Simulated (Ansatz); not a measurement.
**Cl2Cu (charge -1): harmonic frequencies at the relaxed geometry in Python**

The task is harmonic frequencies at the relaxed geometry, for Cl2Cu (charge -1). SMILES: Cl[Cu-]Cl.

Computed with the Python package of Ansatz 0.2.0. Level of theory: CAM-B3LYP/def2-SVP.

## 1. The structure

Bond lengths: Cl1–Cu2 2.106 Å, Cu2–Cl3 2.204 Å. Angles: Cl1–Cu2–Cl3 147.8°.

No structure file is read: the coordinates are typed or built in the script.

## 2. The script

Contents of cl2cu.py:

```python
"""Vibrations and zero-point energy of Cl2Cu(-)."""

import itertools

import ansatz as az
from ase.data import atomic_numbers, covalent_radii
import numpy as np

GEOMETRY = """
Cl   -2.05320   -0.20390   -0.00000
Cu   -0.03490    0.39780   -0.00000
Cl    2.08820   -0.19380    0.00000
"""

geometry = az.Crystal.molecule()
for line in GEOMETRY.strip().splitlines():
    symbol, *xyz = line.split()
    geometry = geometry.atom(symbol, [float(v) for v in xyz])

model = (
    geometry.calculation()
    .basis(gaussian="def2-SVP")
    .functional("CAM-B3LYP")
    .charge(-1)
)
symbols = [site.symbol for site in geometry.cartesian_sites]
start = np.array([site.position_ang for site in geometry.cartesian_sites], dtype=float)
summary = model.relax(force_tolerance=0.003).run(threads=1).report
end = np.array(summary["positions_ang"])

# pairs closer than 1.2 times the sum of covalent radii, before or after
radius = [covalent_radii[atomic_numbers[s]] for s in symbols]
span = lambda where, i, j: np.linalg.norm(where[i] - where[j])
bonded = [(i, j) for i, j in itertools.combinations(range(len(symbols)), 2) if min(span(start, i, j), span(end, i, j)) < 1.2 * (radius[i] + radius[j])]
print("pair        before    after (A)")
for i, j in bonded:
    print(f"{symbols[i]}{i}-{symbols[j]}{j}".ljust(10), f"{span(start, i, j):8.4f} {span(end, i, j):8.4f}")
for first, second in list(itertools.combinations(bonded, 2)):
    shared = set(first) & set(second)
    if shared and symbols[(j := shared.pop())] != "H":
        i, k = sorted((set(first) | set(second)) - {j})
        u, v = end[i] - end[j], end[k] - end[j]
        angle = np.degrees(np.arccos(np.clip(u @ v / np.linalg.norm(u) / np.linalg.norm(v), -1, 1)))
        print(f"final angle {symbols[i]}{i}-{symbols[j]}{j}-{symbols[k]}{k}: {angle:.2f} deg")

# frequencies need a stationary point, so they are taken at the relaxed geometry
minimum = az.Crystal.molecule()
for symbol, place in zip(symbols, end):
    minimum = minimum.atom(symbol, place.tolist())
vibrating = (
    minimum.calculation()
    .basis(gaussian="def2-SVP")
    .functional("CAM-B3LYP")
    .charge(-1)
    .phonons(temperatures=(200, 600, 100))
)
vib = vibrating.run(threads=1).report["vibrations"]
sums = vib["harmonic_sums"]
modes = [m["omega_inv_cm"] for m in sums["modes_at_gamma"] if m["rigid_motion"] == "no"]
for number, w in enumerate(modes, start=1):
    print(f"mode {number:2d} {w:9.1f} 1/cm {w / 8065.544 * 1000:8.2f} meV")
print("imaginary modes:", sum(w < 0 for w in modes), " zero-point energy:", round(sums["zero_point_energy_ev"], 4), "eV")
print("T (K)   F_vib (eV)   S_vib (meV/K)   C_vib (meV/K)")
for row in zip(sums["temperatures_k"], sums["vibrational_free_energy_ev"], vib["entropy_ev_per_k"], vib["heat_capacity_ev_per_k"]):
    print(f"{row[0]:6.1f} {row[1]:11.4f} {1000 * row[2]:13.4f} {1000 * row[3]:15.4f}")
```

## 3. Launch

Launch:

```bash
$ python cl2cu.py
```

Q: Predict the main results. Wanted: moves of the relaxation of run 1; energy gained in run 1; last largest force component of run 1; highest frequency; imaginary modes; zero-point energy.

As calculated:

| quantity | value |
| --- | --- |
| runs compared | 2 |
| moves of the relaxation of run 1 | 4 |
| energy gained in run 1 | 0.300 eV |
| last largest force component of run 1 | 0.0015 eV/Å |
| highest frequency | 417 cm⁻¹ |
| imaginary modes | 0 |
| zero-point energy | 0.058 eV |

Run 1: The relaxation took 4 moves; the largest shift is 0.399 Å, of atom 2 (Cu). All frequencies are real, so the geometry is a minimum. The values are harmonic; measured fundamentals also hold anharmonic shifts, mostly downward for stretches. The frequencies are harmonic and unscaled, in a modest basis. Anions want diffuse functions, which this basis lacks.
